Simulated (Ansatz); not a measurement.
# Ba2Tl5V3O12 (C2) in Ansatz: reference runs

Aim: a first look at Ba2Tl5V3O12 with PBE, on the cell as given and on a disturbed one, then over a range of volumes.

Program: Ansatz 0.2.0. These are calculated values, not measurements. Logs are shortened: lines on timing, memory, paths and dates and some standing lists are left out, and cuts for length are marked.

### 1 The crystal as given

The structure is monoclinic, space group C2 (No. 5). Conventional cell: a = 12.980 Å, b = 13.354 Å, c = 6.079 Å, α = 90.00°, β = 109.30°, γ = 90.00°. Around Ba (site symmetry 2) lie 6 O at 2.58 to 2.76 Å. Around Ba (site symmetry 2) lie 8 O at 2.76 to 3.03 Å. Around V (site symmetry 1) lie 4 O at 1.72 to 1.75 Å. V (site symmetry 2) has 4 O at 1.71 to 1.76 Å as nearest neighbours. Tl (site symmetry 1) has 3 O at 2.57 to 2.74 Å as nearest neighbours. Around Tl (site symmetry 2) lie 4 O at 2.66 to 2.69 Å. Around Tl (site symmetry 1) lie 3 O at 2.55 to 2.75 Å. Around O (site symmetry 1) lie 1 V at 1.75 Å.

The cell was built by a generator and needn't be a form met in nature.

### 2 Single point, PBE, collinear spin, ferromagnetic start

Contents of input:

```
crystal:
  lattice:
    - [6.48991, -6.67692, -0.04765]
    - [6.48991, 6.67692, -0.04765]
    - [-1.96739, 0.0, 5.7522]
  atoms:
    - { symbol: Ba, position: [0.47917, 0.52083, 0.0] }
    - { symbol: Ba, position: [0.79264, 0.20736, 0.0] }
    - { symbol: V, position: [0.65694, 0.94605, 0.25735], spin: 2.0 }
    - { symbol: V, position: [0.05395, 0.34306, 0.74265], spin: 2.0 }
    - { symbol: V, position: [0.57442, 0.42558, 0.5], spin: 2.0 }
    - { symbol: Tl, position: [0.49835, 0.85629, 0.63726] }
    - { symbol: Tl, position: [0.14371, 0.50165, 0.36274] }
    - { symbol: Tl, position: [0.01508, 0.98492, 0.5] }
    - { symbol: Tl, position: [0.30964, 0.12677, 0.21892] }
    - { symbol: Tl, position: [0.87323, 0.69036, 0.78108] }
    - { symbol: O, position: [0.0039, 0.26325, 0.44275] }
    - { symbol: O, position: [0.59719, 0.60676, 0.67706] }
    - { symbol: O, position: [0.91333, 0.4282, 0.84635] }
    - { symbol: O, position: [0.52536, 0.79943, 0.20594] }
    - { symbol: O, position: [0.68766, 0.41628, 0.31356] }
    - { symbol: O, position: [0.09251, 0.20316, 0.88601] }
    - { symbol: O, position: [0.58372, 0.31234, 0.68644] }
    - { symbol: O, position: [0.79684, 0.90749, 0.11399] }
    - { symbol: O, position: [0.5718, 0.08667, 0.15365] }
    - { symbol: O, position: [0.20057, 0.47464, 0.79406] }
    - { symbol: O, position: [0.73675, 0.9961, 0.55725] }
    - { symbol: O, position: [0.39324, 0.40281, 0.32294] }
hamiltonian:
  xc: pbe
  pseudopotentials: { kind: paw }
magnetization:
  spin_polarized: true
kpoints:
  mp_grid: { grid: [3, 3, 5] }
scf:
  occupations: { method: fermi_dirac, width: 0.05 }
output:
  forces: true
  stress: true
  eigenvalues: true
  write_density: true
  write_potential: true
  elf: true
  volumetric_format: npy
```

Potentials or basis: Ansatz PAW.

The log of the run:

```text
GPUs: using 1 of 1 available (devices: 1).
Engine: ansatz 0.2.0, x86_64-unknown-linux-gnu
Pseudopotentials: kind: paw
Pseudopotential: Ba, paw, valence charge 10, recommended cutoff 420 eV (normal), Ba.paw.azcp
Pseudopotential: V, paw, valence charge 13, recommended cutoff 420 eV (normal), V.paw.azcp
Pseudopotential: Tl, paw, valence charge 13, recommended cutoff 420 eV (normal), Tl.paw.azcp
Pseudopotential: O, paw, valence charge 6, recommended cutoff 420 eV (normal), O.paw.azcp
Functional definition: PBE
  parameter kappa = 0.804
  parameter beta = 0.06672455060314922
  exchange = pbe_x(kappa = kappa, mu = beta*pi^2/3)
  correlation = pbe_c(beta = beta)
device memory: the entry about to start is reckoned to put 6.2 GiB on a device that reports 69.4 GiB free (of which the cap on the GPU budget leaves the run 18.0 GiB)
GPU FFT provider: cuFFT
GPU libraries: cuBLAS 13.8.2, cuFFT 12.4.0, cuSOLVER 12.3.4
Crystal: 22 atoms, lattice volume = 497.264 Å³
Basis set: ecut = 420 eV, 9759 PW (Γ), exchange–correlation on 128×128×90 points (8 copies of the dense FFT grid, shifted against one another)
Bands: 123, of which v1, the nominal top of the filled ones, is band 98 counted from 1 (97 counted from 0)
Symmetry: 2 space group operations
Space group: C2 (ITA 5), of the structure as read, at distance tolerance 7.9e-5 Å
Magnetic group: BNS 5.13 (UNI 20), of the structure as read, at distance tolerance 7.9e-5 Å
k-points: 16 of 45 (time reversal used)
Non-local potential: Ba, projectors of the file, l = 0: 3, l = 1: 2, l = 2: 2, l = 3: 2
Non-local potential: V, projectors of the file, l = 0: 3, l = 1: 2, l = 2: 3, l = 3: 1
Non-local potential: Tl, projectors of the file, l = 0: 2, l = 1: 2, l = 2: 2, l = 3: 1
Non-local potential: O, projectors of the file, l = 0: 2, l = 1: 2, l = 2: 1
PAW form: soft (Blöchl's): semilocal exchange-correlation on the pseudo side does not see the compensation charge
[... 36 lines left out ...]
Spin contamination: 0.0000 ħ² per cell (⟨S²⟩ above its minimum at these occupations)
Per-site moments (μB) at R_I (Å): [(1.1925210386042242e-8, 1.065661239884803), (9.082934662679288e-9, 1.1373056062612015), (7.148781362647045e-7, 0.7084151969857319), (7.148781362065232e-7, 0.7084151969857317), (7.805461653925412e-7, 0.7042335058741399), (2.9791879287263205e-9, 1.0582781038676807), (2.9791878179985796e-9, 1.0582781038676803), (2.4634556496846402e-9, 1.0988362193235435), (8.093126604714689e-10, 1.0535365958288132), (8.093125762891226e-10, 1.0535365958288136), (-3.0277845705880074e-7, 0.7213418296342516), (-3.049267590136574e-7, 0.7248122909855759), (-3.319137256199793e-7, 0.7084151969857317), (-3.1416140864987457e-7, 0.7138368808510799), (-3.968429498347996e-7, 0.7042335058741399), (-3.173354210164217e-7, 0.7133901993512539), (-3.9684294983702997e-7, 0.7042335058741399), (-3.173354209851228e-7, 0.7133901993512539), (-3.31913725536965e-7, 0.7084151969857319), (-3.141614087002786e-7, 0.7138368808510799), (-3.027784570094434e-7, 0.7213418296342514), (-3.0492675895008743e-7, 0.724812290985576)]
Free energy (F): -84681.426900 eV
Harris-Foulkes:  -84681.426900 eV  (|F-HF|=2.43e-8)
Internal energy: -84681.426900 eV  (E = F + TS)
E sigma→0 (E₀):  -84681.426900 eV
Fermi energy:    5.446574 eV
--- Per-component energies (eV) ---
  E_band       = -1505.263185
  E_kinetic    = 5097.470277
  E_local      = -20283.033630  (includes V_loc(G=0)·N_el)
  E_nonlocal   = 2126.468109
  E_hartree    = 8293.585622
  E_xc         = -2767.247190
  E_vxc        = -2605.570176  (∫ρ·V_xc dr)
  E_paw        = -66488.088886  (= ΣΔE_a)
  E_vpaw       = -2427.788885  (= ΣTr[D̂ρ^β])
  E_aug_tail   = 0.029920  (compensation charges beyond the density's cutoff)
  E_ewald      = -10660.611122
  E_smearing   = -0.000000  (= −TS)
  E_closure    = -0.000000  (closes the sum)
  Σ components = -84681.426900   (vs F -84681.426900, Δ=0.00e0)
--- Forces (eV/Å), atoms counted from 1 ---
  atom   1  Ba     0.00000000     0.00356120     0.00000000
  atom   2  Ba     0.00000000    -0.00491324     0.00000000
  atom   3  V     -0.00236611     0.00127393    -0.00123201
  atom   4  V      0.00236611     0.00127393     0.00123201
  atom   5  V      0.00000000     0.00003155     0.00000000
  atom   6  Tl     0.00150752     0.00145546     0.00101460
[... 14 lines left out ...]
  atom  21  O      0.00129857     0.00124291    -0.00056195
  atom  22  O      0.00155452    -0.00122614    -0.00014895
  max |Σ_I F_I| component: 8.91e-6 eV/Å
--- Stress (GPa, compression-positive) ---
        0.000429       0.000000      -0.001721
        0.000000       0.020253       0.000000
       -0.001721       0.000000      -0.000555
  P = ⅓ Tr σ = 0.0067 GPa (0.067 kbar)
--- Band table (eV; the first three rows and the last of 32) ---
  k-point 0 ↑: bands = ["-59.5431", "-59.4090", "-59.4090", "-33.5219", "-33.4884", "-33.4669", "-33.3997", "-33.3996", "-33.3551", "-33.3551", "-33.3238", "-33.3237", "-20.9204", "-20.8961", "-12.4281", "-12.2851", "-12.2355", "-12.2103", "-11.9161", "-11.8512", "-11.8036", "-11.7764", "-11.7385", "-11.7332", "-11.6654", "-11.5529", "-6.2494", "-6.1351", "-6.1311", "-6.0767", "-6.0586", "-5.9931", "-5.5058", "-5.4962", "-5.4946", "-5.4636", "-5.4593", "-5.4591", "-5.4297", "-5.4155", "-5.4011", "-5.3970", "-5.3890", "-5.3561", "-5.3511", "-5.3401", "-5.3295", "-5.3292", "-5.3089", "-5.3037", "-5.2784", "-5.2715", "-5.2541", "-5.2494", "-5.2484", "-5.2274", "-5.2179", "-0.8003", "-0.5058", "-0.4152", "-0.3022", "-0.1100", "0.8712", "1.0589", "1.1489", "1.1688", "1.2472", "1.2721", "1.2986", "1.3967", "1.4265", "1.4462", "1.5253", "1.6298", "1.7283", "1.9374", "1.9657", "2.0733", "2.2034", "2.2593", "2.3678", "2.3967", "2.5637", "2.6726", "2.6741", "2.7798", "2.9266", "2.9736", "3.0686", "3.2035", "3.3433", "3.3666", "3.3816", "3.4995", "3.6105", "3.7205", "3.8376", "3.8670", "6.8191", "7.4304", "7.5900", "7.6038", "7.7165", "7.7733", "7.7860", "8.0267", "8.1962", "8.2854", "8.5927", "8.6099", "8.8166", "8.8699", "8.9632", "9.0222", "9.0522", "9.2543", "9.3856", "9.4555", "9.7146", "9.7284", "9.7640", "9.9191", "10.0530"]
  k-point 1 ↑: bands = ["-59.5431", "-59.4090", "-59.4090", "-33.5220", "-33.4884", "-33.4669", "-33.3997", "-33.3996", "-33.3551", "-33.3551", "-33.3238", "-33.3237", "-20.9195", "-20.8957", "-12.4704", "-12.2744", "-12.2254", "-12.1892", "-11.9109", "-11.8504", "-11.7991", "-11.7672", "-11.7564", "-11.7188", "-11.6791", "-11.5596", "-6.2288", "-6.1365", "-6.1263", "-6.0767", "-6.0644", "-5.9981", "-5.5032", "-5.4960", "-5.4949", "-5.4669", "-5.4609", "-5.4543", "-5.4257", "-5.4171", "-5.4070", "-5.3979", "-5.3949", "-5.3563", "-5.3478", "-5.3396", "-5.3316", "-5.3259", "-5.3127", "-5.3045", "-5.2807", "-5.2734", "-5.2638", "-5.2532", "-5.2346", "-5.2235", "-5.2182", "-0.7835", "-0.5702", "-0.4727", "-0.3438", "-0.1012", "0.9499", "1.0521", "1.0915", "1.1541", "1.2535", "1.3012", "1.3131", "1.3390", "1.4236", "1.4726", "1.5181", "1.6573", "1.7840", "1.9739", "1.9952", "2.0369", "2.1827", "2.2495", "2.4156", "2.4818", "2.5106", "2.6210", "2.7109", "2.7411", "2.9746", "3.0576", "3.1220", "3.1827", "3.3386", "3.3529", "3.4298", "3.4969", "3.6575", "3.7392", "3.7896", "3.8631", "6.9561", "7.3297", "7.5059", "7.5857", "7.6472", "7.7618", "7.7974", "7.9607", "8.0387", "8.2257", "8.5534", "8.6378", "8.7147", "8.8982", "8.9499", "8.9728", "9.1025", "9.2193", "9.3157", "9.4558", "9.5431", "9.6119", "9.7982", "10.0630", "10.1080"]
  k-point 2 ↑: bands = ["-59.5431", "-59.4090", "-59.4090", "-33.5220", "-33.4884", "-33.4669", "-33.3997", "-33.3997", "-33.3551", "-33.3551", "-33.3238", "-33.3237", "-20.9181", "-20.8950", "-12.5228", "-12.2722", "-12.2008", "-12.1643", "-11.8752", "-11.8514", "-11.7934", "-11.7851", "-11.7803", "-11.7130", "-11.6826", "-11.5674", "-6.1957", "-6.1347", "-6.1246", "-6.0768", "-6.0733", "-6.0037", "-5.4991", "-5.4963", "-5.4929", "-5.4712", "-5.4626", "-5.4509", "-5.4272", "-5.4165", "-5.4137", "-5.4041", "-5.3975", "-5.3542", "-5.3423", "-5.3407", "-5.3289", "-5.3277", "-5.3207", "-5.3046", "-5.2867", "-5.2719", "-5.2678", "-5.2556", "-5.2314", "-5.2190", "-5.2149", "-0.7815", "-0.6574", "-0.5868", "-0.2911", "-0.1483", "1.0092", "1.0414", "1.0899", "1.1692", "1.2426", "1.2995", "1.3234", "1.3501", "1.3735", "1.4942", "1.5565", "1.6432", "1.7950", "2.0144", "2.0497", "2.0695", "2.1155", "2.2637", "2.3707", "2.3936", "2.4968", "2.6124", "2.8059", "2.9046", "2.9943", "3.0843", "3.2035", "3.2739", "3.2971", "3.3857", "3.5288", "3.5365", "3.6079", "3.7084", "3.7693", "3.8659", "7.1448", "7.2629", "7.3476", "7.5427", "7.6295", "7.7541", "7.8176", "7.8984", "8.0341", "8.1141", "8.3304", "8.4992", "8.7128", "8.7484", "8.8678", "8.9100", "9.0384", "9.1436", "9.2644", "9.4412", "9.4805", "9.5647", "9.6081", "10.0563", "10.1681"]
  k-point 15 ↓: bands = ["-59.5431", "-59.4090", "-59.4090", "-33.5220", "-33.4884", "-33.4669", "-33.3997", "-33.3997", "-33.3551", "-33.3551", "-33.3238", "-33.3237", "-20.9178", "-20.8953", "-12.5240", "-12.2668", "-12.2037", "-12.1599", "-11.9049", "-11.8333", "-11.8038", "-11.7887", "-11.7691", "-11.7080", "-11.6778", "-11.5683", "-6.1981", "-6.1327", "-6.1246", "-6.0766", "-6.0686", "-6.0042", "-5.4968", "-5.4945", "-5.4915", "-5.4709", "-5.4650", "-5.4527", "-5.4294", "-5.4157", "-5.4096", "-5.4073", "-5.3986", "-5.3582", "-5.3446", "-5.3389", "-5.3308", "-5.3281", "-5.3143", "-5.3070", "-5.2867", "-5.2771", "-5.2708", "-5.2496", "-5.2324", "-5.2239", "-5.2107", "-0.8544", "-0.7146", "-0.5508", "-0.1556", "-0.1177", "1.0157", "1.0777", "1.1071", "1.1507", "1.1772", "1.2608", "1.3231", "1.3609", "1.4131", "1.5001", "1.5659", "1.6491", "1.7406", "1.9877", "2.0222", "2.0913", "2.1308", "2.2305", "2.3661", "2.3853", "2.5651", "2.6415", "2.7836", "2.9261", "2.9899", "3.0250", "3.2226", "3.2863", "3.3071", "3.3415", "3.4283", "3.4741", "3.6575", "3.7368", "3.8068", "3.8591", "7.2025", "7.2625", "7.3692", "7.5457", "7.6365", "7.7749", "7.7787", "7.8980", "8.0373", "8.1454", "8.3344", "8.4956", "8.7253", "8.8125", "8.9088", "9.0385", "9.0809", "9.1270", "9.2157", "9.3891", "9.5176", "9.5856", "9.7395", "9.8051", "9.9895"]
```

Run time: 17 s. Hardware: 1 × NVIDIA H100 80GB HBM3 with 2 threads of AMD EPYC 7R13 (Zen 3), shared host; peak memory 1.2 GiB.

What came out:

| Property | Result |
| --- | --- |
| Free energy | -84681.4269 eV |
| Pressure | 0.0 GPa |
| Largest force | 0.005 eV/Å |
| Band gap on the k mesh | 2.90 eV, indirect (least direct gap 2.95 eV) |
| Net moment | 0.00 μB per cell |
| Absolute moment | 0.00 μB per cell |

Forces in eV/Å, atoms in the order of the input:
```
Ba   0.000  0.004  0.000
Ba   0.000 -0.005  0.000
V   -0.002  0.001 -0.001
V    0.002  0.001  0.001
V    0.000  0.000  0.000
Tl   0.002  0.001  0.001
Tl  -0.002  0.001 -0.001
Tl   0.000  0.003  0.000
Tl  -0.002 -0.003 -0.002
Tl   0.002 -0.003  0.002
O   -0.001  0.001  0.001
O   -0.002 -0.001  0.000
O   -0.001  0.002 -0.001
O   -0.004 -0.001  0.000
O   -0.001 -0.001 -0.001
O   -0.002  0.000  0.001
O    0.001 -0.001  0.001
O    0.002  0.000 -0.001
O    0.001  0.002  0.001
O    0.004 -0.001  0.000
O    0.001  0.001 -0.001
O    0.002 -0.001  0.000
```

Caveat: odd divisions of the mesh miss points on the zone boundary, where band edges often lie, so the gap on the mesh can be too wide; the pressure holds a Pulay correction of +0.3 GPa for the finite cutoff; spin-orbit coupling is left out, which as a rule narrows the gap of such compounds by several tenths of an eV; the starting moments weren't kept.

### 3 Single point, PBE, collinear spin, ferromagnetic start (atoms moved at random, drawn with an rms of 0.05 Å)

Contents of input:

```
crystal:
  lattice:
    - [6.48991, -6.67692, -0.04765]
    - [6.48991, 6.67692, -0.04765]
    - [-1.96739, 0.0, 5.7522]
  atoms:
    - { symbol: Ba, position: [0.478807, 0.526137, 0.003062] }
    - { symbol: Ba, position: [0.796196, 0.209178, -0.000375] }
    - { symbol: V, position: [0.655258, 0.937919, 0.254006], spin: 2.0 }
    - { symbol: V, position: [0.048811, 0.343956, 0.750807], spin: 2.0 }
    - { symbol: V, position: [0.573058, 0.42762, 0.505318], spin: 2.0 }
    - { symbol: Tl, position: [0.501492, 0.855151, 0.644541] }
    - { symbol: Tl, position: [0.139753, 0.507151, 0.360156] }
    - { symbol: Tl, position: [0.019089, 0.989349, 0.501488] }
    - { symbol: Tl, position: [0.311627, 0.132615, 0.220498] }
    - { symbol: Tl, position: [0.8736, 0.691258, 0.777556] }
    - { symbol: O, position: [0.001319, 0.258508, 0.440375] }
    - { symbol: O, position: [0.595379, 0.611931, 0.68116] }
    - { symbol: O, position: [0.910138, 0.420589, 0.84879] }
    - { symbol: O, position: [0.527139, 0.798314, 0.214678] }
    - { symbol: O, position: [0.691267, 0.416346, 0.321913] }
    - { symbol: O, position: [0.095624, 0.20731, 0.88739] }
    - { symbol: O, position: [0.582828, 0.306745, 0.691533] }
    - { symbol: O, position: [0.796248, 0.906546, 0.116387] }
    - { symbol: O, position: [0.567084, 0.089748, 0.156201] }
    - { symbol: O, position: [0.198991, 0.475354, 0.795136] }
    - { symbol: O, position: [0.735223, 0.993942, 0.556879] }
    - { symbol: O, position: [0.393208, 0.401964, 0.329632] }
hamiltonian:
  xc: pbe
  pseudopotentials: { kind: paw }
magnetization:
  spin_polarized: true
kpoints:
  mp_grid: { grid: [3, 3, 5] }
scf:
  occupations: { method: fermi_dirac, width: 0.05 }
output:
  forces: true
  stress: true
  eigenvalues: true
```

Potentials or basis: Ansatz PAW.

It took 25 s on 1 × NVIDIA H100 80GB HBM3 with 2 threads of AMD EPYC 7R13 (Zen 3), shared host; peak memory 1.2 GiB.

The run converged. Its results:

| Item | Value |
| --- | --- |
| Free energy | -84680.9640 eV |
| Pressure | -0.3 GPa |
| Largest force | 3.661 eV/Å |
| Band gap on the k mesh | 2.71 eV, indirect (least direct gap 2.73 eV) |
| Net moment | 0.00 μB per cell |
| Absolute moment | 0.00 μB per cell |

Forces on the atoms (eV/Å):
```
Ba  -0.444 -0.225 -0.073
Ba  -0.634  0.054  0.254
V    2.517  2.416  0.967
V    1.980 -1.698 -2.569
V   -0.255 -1.336  0.423
Tl   0.109  0.311  0.085
Tl  -0.189 -0.185  0.235
Tl   0.036  0.111 -0.097
Tl  -0.167 -0.255  0.066
Tl  -0.015  0.077  0.026
O    0.106  0.244  1.021
O   -0.346 -0.505 -0.140
O   -0.365  1.692  0.657
O   -1.399 -0.168 -0.450
O   -0.418  0.680  0.435
O   -0.610 -0.438  0.509
O    1.091  1.044 -0.720
O    0.012 -0.495 -0.428
O   -0.643 -1.662  0.260
O   -0.444  0.296  0.058
O   -0.178 -0.194 -0.441
O    0.256  0.234 -0.079
```

Stress tensor (GPa, compression positive):
```
 0.15 -0.38  0.25
-0.38 -0.18  0.56
 0.25  0.56 -0.93
```

Levels at points of the mesh, in eV from the valence-band top:
Spin up:
```
           k point  band 96  band 97  band 98  band 99  band 100  band 101
(0.00, 0.00, 0.00)    -0.39    -0.16    -0.02     2.71      3.23      3.45
```
Spin down:
```
           k point  band 94  band 95  band 96  band 97  band 98  band 99  band 100  band 101  band 102  band 103
(0.00, 0.00, 0.00)    -0.58    -0.44    -0.39    -0.16    -0.02     2.71      3.23      3.45      3.50      3.59
```

Caveat: odd divisions of the mesh miss points on the zone boundary, where band edges often lie, so the gap on the mesh can be too wide; the pressure holds a Pulay correction of +0.3 GPa for the finite cutoff; spin-orbit coupling is left out, which as a rule narrows the gap of such compounds by several tenths of an eV; the starting moments weren't kept. A k mesh can miss the band edges.

(Continued in part 2 of 2.)
